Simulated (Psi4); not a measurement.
# CH5BO2 (SMILES COBO) at 3 levels

Wanted: a comparison of 3 runs (BHLYP/cc-pVDZ, M06-2X/cc-pVDZ, PBE0/cc-pVDZ) of CH5BO2. 

The results are computed with Psi4 1.11.

## (1) The structure to begin with

CH5BO2 has 9 atoms, charge 0, and is taken as a singlet. SMILES: `COBO`. One bond was lengthened or shortened from a relaxed shape.

Bond lengths: C1–O2 1.410 Å, O2–B3 1.356 Å, B3–O4 1.356 Å, C1–H5 1.094 Å, C1–H6 1.092 Å, C1–H7 1.256 Å, B3–H8 1.199 Å, O4–H9 0.962 Å. Some angles: C1–O2–B3 121.7°, O2–B3–O4 119.6°, O2–C1–H5 111.5°, O2–C1–H6 109.2°, O2–C1–H7 109.3°, O2–B3–H8 121.8°, O4–B3–H8 118.6°, B3–O4–H9 112.1°, H5–C1–H6 109.1°, H5–C1–H7 109.0°.

## (2) Energy and gradient at BHLYP/cc-pVDZ (run 1)

ch5bo2.in

```
memory 2200 MB

molecule geom {
  C      0.405793     0.726058    -0.981753
  O      0.010493     0.378958     0.326647
  B     -0.010907    -0.909942     0.747247
  O     -0.400607    -1.194342     2.014147
  H      0.692093    -0.155642    -1.561953
  H      1.255393     1.410558    -0.930553
  H     -0.544800     1.307500    -1.561700
  H      0.307893    -1.814242     0.028047
  H     -0.634907    -0.402142     2.507847
  symmetry c1
  no_reorient
  no_com
}

set basis cc-pVDZ
set puream true
set e_convergence 1e-09
set d_convergence 1e-08
set scf_type pk
set dft_radial_points 99
set dft_spherical_points 590

gradient('bhhlyp')
```

Started as:

```sh
psi4 ch5bo2.in ch5bo2.out -n 1
```

ch5bo2.out:

```text
[...]
  Running in c1 symmetry.
[...]
  Nuclear repulsion =  114.831905604449460
[...]
  Multiplicity = 1
[...]
  Nalpha       = 16
  Nbeta        = 16
[...]
    Number of basis functions: 81
[...]
   @RKS iter   1:  -216.21289869791087   -7.15644e-01   7.95892e-03 DIIS/ADIIS
[...]
   @RKS iter  11:  -216.38595626219487   -2.52953e-12   3.25996e-09 DIIS
[...]
    Orbital Energies [Eh]
    ---------------------
    Doubly Occupied:
       1A    -19.701764     2A    -19.695379     3A    -10.663162
       4A     -7.123798     5A     -1.185599     6A     -1.147468
       7A     -0.790530     8A     -0.641229     9A     -0.596682
      10A     -0.546673    11A     -0.520668    12A     -0.450148
      13A     -0.436930    14A     -0.432351    15A     -0.387345
      16A     -0.360596
[...]
  @RKS Final Energy:  -216.38595626219487
   => Energetics <=
    Nuclear Repulsion Energy =            114.8319056044494602
    One-Electron Energy =                -522.4250943958040807
    Two-Electron Energy =                 206.0082129812619200
    DFT Exchange-Correlation Energy =     -14.8009804521021504
    Empirical Dispersion Energy =           0.0000000000000000
    VV10 Nonlocal Energy =                  0.0000000000000000
    Total Energy =                       -216.3859562621948669
[...]
 Multipole Moments:
 ------------------------------------------------------------------------------------
     Multipole            Electronic (a.u.)      Nuclear  (a.u.)        Total (a.u.)
 ------------------------------------------------------------------------------------
 L = 1.  Multiply by 2.5417464519 to convert [e a0] to [Debye]
 Dipole X            :         -0.5310582            0.6330261            0.1019680
 Dipole Y            :         12.5984994          -12.0383151            0.5601843
 Dipole Z            :        -28.7712152           28.4474779           -0.3237373
 Magnitude           :                                                    0.6549883
[...]
  -Total Gradient:
     Atom            X                  Y                   Z
    ------   -----------------  -----------------  -----------------
       1        0.050112450279    -0.027155979239     0.022314361299
       2       -0.001210544392    -0.000226888980     0.005393443571
       3        0.001603041698    -0.001527912799    -0.003105126386
       4       -0.000460960897    -0.004853602907     0.002344032049
       5        0.002405399819    -0.000823690936     0.001319457376
       6        0.002247944435    -0.002106125277     0.000937741026
       7       -0.053619334710     0.032249946622    -0.031445467730
       8        0.000302424329     0.000404611005    -0.000942945705
       9       -0.001378920198     0.004041535641     0.003188305383
[...]
```

Wall time 29 s (1 thread of Intel Xeon Platinum 8259CL at 2.50GHz (Skylake/Cascade Lake), shared host); peak memory 1.4 GiB.

## (3) Energy and gradient at M06-2X/cc-pVDZ (run 2)

job.dat

```
memory 2200 MB

molecule geom {
  0 1
  C      0.76683763     1.37205077    -1.85524429
  O      0.01982890     0.71612683     0.61727337
  B     -0.02061124    -1.71954117     1.41209218
  O     -0.75703751    -2.25697928     3.80618620
  H      1.30786622    -0.29412075    -2.95166339
  H      2.37234895     2.66556830    -1.75849031
  H     -1.02952279     2.47081691    -2.95118529
  H      0.58183345    -3.42842050     0.05300115
  H     -1.19980034    -0.75993824     4.73914399
  units au
  symmetry c1
}

set globals {
  basis                cc-pVDZ
  puream               true
  e_convergence        1e-09
  d_convergence        1e-08
  scf_type             pk
  dft_radial_points    99
  dft_spherical_points 590
}

gradient('m06-2x')
print_variables()
```

Started as:

```sh
psi4 -i job.dat -o job.out -n 1
```

job.out:

```text
[...]
  Running in c1 symmetry.
[...]
  Nuclear repulsion =  114.831905757648315
[...]
  Multiplicity = 1
[...]
  Nalpha       = 16
  Nbeta        = 16
[...]
    Number of basis functions: 81
[...]
   @RKS iter   1:  -216.25502959990365   -6.61123e-01   7.51413e-03 DIIS/ADIIS
[...]
   @RKS iter  11:  -216.41464565778813   -5.45697e-12   4.69270e-09 DIIS
[...]
    Orbital Energies [Eh]
    ---------------------
    Doubly Occupied:
       1A    -19.649415     2A    -19.640294     3A    -10.613831
       4A     -7.081780     5A     -1.169207     6A     -1.130541
       7A     -0.781746     8A     -0.637892     9A     -0.593787
      10A     -0.544860    11A     -0.520498    12A     -0.448421
      13A     -0.436376    14A     -0.431727    15A     -0.385535
      16A     -0.360431
[...]
  @RKS Final Energy:  -216.41464565778813
   => Energetics <=
    Nuclear Repulsion Energy =            114.8319057576483146
    One-Electron Energy =                -522.3083239855885722
    Two-Electron Energy =                 204.7862482776190518
    DFT Exchange-Correlation Energy =     -13.7244757074669241
    Empirical Dispersion Energy =           0.0000000000000000
    VV10 Nonlocal Energy =                  0.0000000000000000
    Total Energy =                       -216.4146456577881281
[...]
 Multipole Moments:
 ------------------------------------------------------------------------------------
     Multipole            Electronic (a.u.)      Nuclear  (a.u.)        Total (a.u.)
 ------------------------------------------------------------------------------------
 L = 1.  Multiply by 2.5417464519 to convert [e a0] to [Debye]
 Dipole X            :         -0.9526101            1.0422698            0.0896597
 Dipole Y            :         -1.4919746            2.0610278            0.5690532
 Dipole Z            :          3.8390977           -4.1421065           -0.3030087
 Magnitude           :                                                    0.6509030
[...]
  -Total Gradient:
     Atom            X                  Y                   Z
    ------   -----------------  -----------------  -----------------
       1        0.050098970556    -0.027124468201     0.023166492411
       2        0.000435723306    -0.007263412657     0.002408694030
       3        0.000157961402     0.002129132564     0.000243430443
       4       -0.000658028466     0.005580487654     0.000041065875
       5        0.001166962536     0.003155667715     0.003500332839
       6       -0.001099648347    -0.004653769673     0.000664947610
       7       -0.050483748754     0.030412248341    -0.029704320404
       8       -0.000475690850     0.002219089587     0.000935010491
       9        0.000879512820    -0.004490426374    -0.001327481261
[...]
```

It took 60 s on 1 thread of Intel Xeon Platinum 8259CL at 2.50GHz (Skylake/Cascade Lake), shared host; peak memory 1.2 GiB.

## (4) Energy and forces at PBE0/cc-pVDZ (run 3)

ch5bo2.inp

```
memory 2200 MB

molecule {
  0 1
  C
  O 1 1.410195
  B 2 1.355959 1 121.7479
  O 3 1.355649 2 119.59263 1 -179.89416
  H 1 1.093615 2 111.54184 3 -0.9633
  H 1 1.092237 5 109.05593 2 120.68693
  H 1 1.256201 6 108.67429 5 -118.76335
  H 3 1.198599 4 118.6157 2 179.93643
  H 4 0.962402 3 112.12947 8 179.98551
  symmetry c1
}

set globals {
  puream               true
  e_convergence        1e-09
  d_convergence        1e-08
  scf_type             pk
  dft_radial_points    99
  dft_spherical_points 590
}

gradient('pbe0/cc-pVDZ')
```

Started as:

```sh
psi4 ch5bo2.inp ch5bo2.out -n 1
```

ch5bo2.out:

```text
[...]
  Running in c1 symmetry.
[...]
  Nuclear repulsion =  114.831928122338397
[...]
  Multiplicity = 1
[...]
  Nalpha       = 16
  Nbeta        = 16
[...]
    Number of basis functions: 81
[...]
   @RKS iter   1:  -216.02905194694841   -5.27745e-01   8.90349e-03 ADIIS/DIIS
[...]
   @RKS iter  11:  -216.25124742954236   -1.16529e-12   2.42244e-09 DIIS
[...]
    Orbital Energies [Eh]
    ---------------------
    Doubly Occupied:
       1A    -19.232404     2A    -19.223929     3A    -10.298125
       4A     -6.817389     5A     -1.076411     6A     -1.040296
       7A     -0.710868     8A     -0.574839     9A     -0.533632
      10A     -0.484084    11A     -0.460426    12A     -0.390533
      13A     -0.376474    14A     -0.374659    15A     -0.329597
      16A     -0.306098
[...]
  @RKS Final Energy:  -216.25124742954236
   => Energetics <=
    Nuclear Repulsion Energy =            114.8319281223383967
    One-Electron Energy =                -522.3718985603001101
    Two-Electron Energy =                 212.7778099675756778
    DFT Exchange-Correlation Energy =     -21.4890869591563387
    Empirical Dispersion Energy =           0.0000000000000000
    VV10 Nonlocal Energy =                  0.0000000000000000
    Total Energy =                       -216.2512474295423601
[...]
 Multipole Moments:
 ------------------------------------------------------------------------------------
     Multipole            Electronic (a.u.)      Nuclear  (a.u.)        Total (a.u.)
 ------------------------------------------------------------------------------------
 L = 1.  Multiply by 2.5417464519 to convert [e a0] to [Debye]
 Dipole X            :          0.1564301           -0.1163315            0.0400985
 Dipole Y            :         -0.4764552            0.9613869            0.4849317
 Dipole Z            :          4.2266028           -4.6425640           -0.4159611
 Magnitude           :                                                    0.6401487
[...]
  -Total Gradient:
     Atom            X                  Y                   Z
    ------   -----------------  -----------------  -----------------
       1        0.052538889289    -0.028700227978     0.010585896315
       2        0.000477539952    -0.006437857322     0.005141909019
       3        0.000427137680    -0.000628083934    -0.001150943140
       4       -0.000141151703     0.004938354499    -0.001095945811
       5        0.002472478993     0.004504756688     0.003058548257
       6       -0.002198207779    -0.004906065022     0.002713465266
       7       -0.053627015973     0.030437829370    -0.020242782131
       8        0.000014936105     0.004651400798     0.000984471835
       9        0.000039793219    -0.003855808162     0.000008480818
[...]
```

It took 32 s on 1 thread of Intel Xeon Platinum 8259CL at 2.50GHz (Skylake/Cascade Lake), shared host; peak memory 1.4 GiB.

## (5) Overview of the runs

| run | level | energy (Eh) | dipole moment (D) | HOMO energy (eV) | LUMO energy (eV) | wall time |
| --- | --- | --- | --- | --- | --- | --- |
| 1 | BHLYP/cc-pVDZ | -216.385956 | 1.66 | -9.81 | 2.40 | 29 s |
| 2 | M06-2X/cc-pVDZ | -216.414646 | 1.65 | -9.81 | 2.34 | 60 s |
| 3 | PBE0/cc-pVDZ | -216.251247 | 1.63 | -8.33 | 1.36 | 32 s |

## (6) Results

| quantity | value |
| --- | --- |
| run 3: total energy | -216.25125 Eh |
| run 3: dipole moment | 1.63 D |
| run 3: HOMO energy | -8.33 eV |
| run 3: LUMO energy | 1.36 eV |
| run 3: HOMO–LUMO gap | 9.69 eV |
| run 3: largest force on an atom | 3.337 eV/Å |

**Reading.** The dipole moment (its size) runs from 1.63 D (PBE0/cc-pVDZ) to 1.66 D (BHLYP/cc-pVDZ). The HOMO–LUMO gap runs from 9.69 eV (PBE0/cc-pVDZ) to 12.21 eV (BHLYP/cc-pVDZ). Totals of different functionals can't be ranked against each other. All runs together took 2 min, the longest 60 s.
